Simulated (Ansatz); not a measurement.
# C3H7AlF2: up Jacob's ladder to CCSD(T)

An exercise on one series of results from a longer session: the logs are not shown, and one member is left open.

Computed with Ansatz 0.2.0, Gaussian basis. Level: functionals in def2-TZVPP, the program's frozen cores in correlated methods.

Levels to be run: LDA (SPW92), PBE-D4, revPBE-D4, BLYP-D4, r2SCAN-D4, B97M-V, PBE0-D4, B3LYP-D4, r2SCANh-D4, r2SCAN0-D4, HSE06-D4, BHLYP-D4, CAM-B3LYP-D4, LC-ωPBE, ωB97X-V, ωB97M-V, B2PLYP, PBE-QIDH; CCSD(T)/def2-SVP; CCSD(T)/def2-TZVPP; MP2/def2-QZVPP; extrapolation to the limit; RPA on PBE.

**The geometry**

The geometry comes from an earlier relaxation with PBE0-D4 in a triple-zeta def2 set; it is a stationary point, not always the lowest conformer.

13 atoms, charge 0, spin multiplicity 1.

Atoms are counted from 1 here; the program's logs count them from 0.

Bond lengths: C1–C2 1.529 Å, C1–H7 1.096 Å, C1–H8 1.092 Å, C1–H9 1.094 Å, C2–C3 1.529 Å, C2–Al4 1.950 Å, C2–H10 1.101 Å, C3–H11 1.096 Å, C3–H12 1.094 Å, C3–H13 1.092 Å, Al4–F5 1.646 Å, Al4–F6 1.646 Å. Angles: C2–C1–H7 110.7°, C2–C1–H8 112.4°, C2–C1–H9 111.5°, H7–C1–H8 107.7°, H7–C1–H9 107.0°, H8–C1–H9 107.3°, C1–C2–C3 111.8°, C1–C2–Al4 112.7°, C1–C2–H10 107.5°, C3–C2–Al4 112.7°, C3–C2–H10 107.5°, Al4–C2–H10 104.1°, C2–C3–H11 110.7°, C2–C3–H12 111.5°, C2–C3–H13 112.4°, H11–C3–H12 107.0°, H11–C3–H13 107.7°, H12–C3–H13 107.3° and more.

Set-up of the first run:

in.yaml

```yaml
crystal:
  periodic: [false, false, false]
  atoms:
    - {symbol: C, position_ang: [-0.440062, -0.809299, -1.152192]}
    - {symbol: C, position_ang: [0.364183, 0.025946, -0.154896]}
    - {symbol: C, position_ang: [0.555369, -0.704554, 1.175024]}
    - {symbol: Al, position_ang: [-0.355019, 1.823981, 0.070935]}
    - {symbol: F, position_ang: [-1.202620, 2.575569, -1.122942]}
    - {symbol: F, position_ang: [-0.120158, 2.686455, 1.452850]}
    - {symbol: H, position_ang: [0.049204, -1.772832, -1.333619]}
    - {symbol: H, position_ang: [-0.556129, -0.309018, -2.116343]}
    - {symbol: H, position_ang: [-1.444125, -1.027182, -0.775894]}
    - {symbol: H, position_ang: [1.362373, 0.189661, -0.589385]}
    - {symbol: H, position_ang: [1.055331, -1.667146, 1.019658]}
    - {symbol: H, position_ang: [-0.403196, -0.917058, 1.657900]}
    - {symbol: H, position_ang: [1.155351, -0.129224, 1.883804]}
basis:
  gaussian: {orbitals: def2-TZVPP}
hamiltonian: {xc: lda}
output: {orbitals: {seedname: orbitals}}
```

Started as:

```
ansatz run in.yaml --threads 4 --pin off --events-out ev --progress --plain --max-ram 11315MiB
```

Among the steps run: LDA; PBE-D4 (GGA); revPBE-D4 (GGA); BLYP-D4 (GGA); r2SCAN-D4 (meta-GGA); B97M-V (meta-GGA); B3LYP-D4 (hybrid); r2SCANh-D4 (hybrid); r2SCAN0-D4 (hybrid); HSE06-D4 (hybrid); BHLYP-D4 (hybrid); CAM-B3LYP-D4 (range-separated); LC-ωPBE (range-separated); ωB97X-V (range-separated); ωB97M-V (range-separated); B2PLYP (double hybrid); PBE-QIDH (double hybrid).

One of the session's tables, all rows but one given; the rest of the session is left out.

It belongs to the step «Frontier levels by functional». 

| functional | HOMO (eV) | gap (eV) |
| --- | --- | --- |
| LDA (SPW92) | -6.89 | 5.24 |
| PBE-D4 | -6.77 | 5.38 |
| revPBE-D4 | -6.70 | 5.46 |
| BLYP-D4 | -6.68 | 5.31 |
| r2SCAN-D4 | -6.97 | 6.03 |
| B97M-V | -7.07 | 5.79 |
| PBE0-D4 | ? | ? |
| B3LYP-D4 | -7.85 | 6.98 |
| r2SCANh-D4 | -7.44 | 6.77 |
| r2SCAN0-D4 | -8.16 | 7.88 |
| HSE06-D4 | -7.63 | 6.71 |
| BHLYP-D4 | -9.25 | 9.38 |
| CAM-B3LYP-D4 | -9.43 | 9.70 |
| LC-ωPBE | -10.72 | 12.31 |
| ωB97X-V | -10.38 | 11.74 |
| ωB97M-V | -10.26 | 11.24 |

**Question.** Estimate the row for PBE0-D4.

The run gave: HOMO (eV): -8.03; gap (eV): 7.48. In the column «HOMO (eV)» it lies between r2SCAN0-D4 (-8.16) and B3LYP-D4 (-7.85).
